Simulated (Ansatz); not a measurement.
# Ta2Si (antifluorite): equation of state and elastic constants

The task here is to estimate one member of a computed series from the others.

Computed with Ansatz 0.2.0 (DFT PBEsol, scalar-relativistic, plane waves, PAW, unless a step's input says otherwise).

## The system as given

Symmetry: Fm-3m, No. 225, cubic system. The conventional cell has a = 5.989 Å, b = 5.989 Å, c = 5.989 Å, α = 90.00°, β = 90.00°, γ = 90.00°. Around Ta (site symmetry -43m) lie 4 Si at 2.59 Å. Si (site symmetry m-3m) is surrounded by 8 Ta at 2.59 Å.

Coordinates:

```cif
data_structure
_symmetry_space_group_name_H-M 'Fm-3m'
_symmetry_Int_Tables_number 225
_cell_length_a 5.9891
_cell_length_b 5.9891
_cell_length_c 5.9891
_cell_angle_alpha 90.000
_cell_angle_beta 90.000
_cell_angle_gamma 90.000
_cell_volume 214.82
loop_
_atom_site_label
_atom_site_type_symbol
_atom_site_symmetry_multiplicity
_atom_site_Wyckoff_symbol
_atom_site_fract_x
_atom_site_fract_y
_atom_site_fract_z
_atom_site_occupancy
Ta1 Ta 8 c 0.25000 0.75000 0.75000 1
Si1 Si 4 a 0.00000 0.00000 0.00000 1
```

This cell comes from an earlier session at PBEsol: 17.902 Å³/atom at 0.12 GPa, on a 10×10×10 mesh.

Volume factors to run: 0.980, 1.020, 0.960, 1.040.

Set-up of the first run:

Input file input.yaml:

```yaml
crystal:
  lattice:
    - [0.0, 2.9744456714, 2.9744456714]
    - [2.9744456714, 0.0, 2.9744456714]
    - [2.9744456714, 2.9744456714, 0.0]
  atoms:
    - { symbol: Ta, position: [0.25, 0.25, 0.25] }
    - { symbol: Ta, position: [0.75, 0.75, 0.75] }
    - { symbol: Si, position: [0.0, 0.0, 0.0] }
basis:
  ecutwfc: 420
  ecutrho_ratio: 4
kpoints:
  mp_grid: { grid: [10, 10, 10] }
hamiltonian:
  xc: pbesol
scf:
  occupations: { method: gaussian, width: 0.05 }
output:
  forces: true
  stress: true
  eigenvalues: true
```

Among the steps run: Scaling the volume by 0.980; Scaling the volume by 1.020; Volume × 0.960; At 1.040 of the relaxed volume.

One of the session's tables, all rows but one given; the rest of the session is left out.

It belongs to the step «Energy and pressure against volume». 

```
volume (Å³/atom)  energy (meV/atom)  pressure (GPa)
          17.186              17.89            8.11
          17.544               4.52            3.93
          17.902               0.00            0.12
          18.260                  ?               ?
          18.618              14.56           -6.50
```

**Question.** Estimate the row for volume (Å³/atom) = 18.260.

Worked estimate for «energy (meV/atom)». A straight line through the neighbours (17.902, 0.00) and (18.618, 14.56) gives 0.00 + (14.56 − 0.00) × (18.260 − 17.902) / (18.618 − 17.902) = 7.28; a parabola fitted to 3 rows on both sides gives 3.35.

**Answer.** energy (meV/atom): 3.57; pressure (GPa): -3.34. In «energy (meV/atom)» the line misses by +3.71 and the parabola by -0.22.
